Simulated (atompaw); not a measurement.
# As: generating and testing a PAW (atompaw) potential

Task: generate the file, and judge it by its logarithmic derivatives, its ghosts and its cutoff.

Method: atompaw 4.2.0.5, LDA (PW92), scalar-relativistic.

### 1 Settings

The settings as typed:

* element: arsenic (As, Z = 33)
* type: PAW
* frozen core: [Ar] 3d10
* valence charge: 5
* reference configuration: 4s2 4p3
* partial waves: 4s (bound): rc 1.60 bohr; 4s channel at 1.8 Ry: rc 2.55 bohr; 4p (bound): rc 2.25 bohr; 4p channel at 0.1 Ry: rc 2.25 bohr; 4d channel at -0.05 Ry: rc 2.55 bohr
* local potential: bessel scheme, radius 2.10 bohr
* core correction: smooth core density matched at 1.30 bohr
* augmentation charge: sinc compensation charge, radius 2.25 bohr; PAW radius 2.55 bohr; waves and projectors: custom rrkj gramschmidtortho

The nodes and maxima of the atom's own shells, from an earlier all-electron run, set the scale for the radii.

All-electron outer shells of the reference configuration (LDA (PW92), scalar-relativistic, ld1.x):

| shell | level (eV) | outermost node (bohr) | outermost maximum (bohr) |
| --- | --- | --- | --- |
| 3p | -133.42 | 0.22 | 0.52 |
| 3d | -40.90 | – | 0.47 |
| 4s | -14.70 | 0.73 | 1.61 |
| 4p | -5.34 | 0.78 | 1.97 |

### 2 The generation run

Input file As.input:

```
As 33
LDA-PW scalarrelativistic loggrid 1500 logderivrange -3 5 201
4 4 3 0 0 0
4 1 3
0 0 0
c
c
c
v
c
c
v
c
2
2.55 2.25 2.10 1.30
y
1.8
n
y
0.1
n
y
-0.05
n
custom rrkj gramschmidtortho sinc
bessel
1.60
2.55
2.25
2.25
2.55
PWSCFOUT
UPFDX 0.0125d0 UPFXMIN -7.d0 UPFZMESH 33.d0
END
```

The run is started by

```bash
atompaw < As.input > As.log
```

What does the calculation give? Wanted: cutoffs for 10 and 1 mRy, occupied levels; bound ghosts; largest phase difference near zero energy, channels read; lowest eigenvalue of the overlap; share of valence orbitals outside the PAW sphere; UPF file.

**Answer**, as computed:

```
                                                quantity             value
               cutoffs for 10 and 1 mRy, occupied levels   12 Ry and 18 Ry
                                            bound ghosts        none found
largest phase difference near zero energy, channels read         0.014 rad
         lowest eigenvalue of the overlap (Bessel basis)         0.139 (s)
        share of valence orbitals outside the PAW sphere  4s 18 %, 4p 42 %
                                                UPF file           written
```

**Reading.** The potential is soft on the atom at that tolerance: the looser tolerance needs 12 Ry. The slowest occupied level is 4s: taken alone it needs 18 Ry to come within 1 mRy, against 12 Ry for 4p. No bound ghost shows below the valence levels. Near zero energy the phases of the channels with partial waves agree within 0.014 rad.
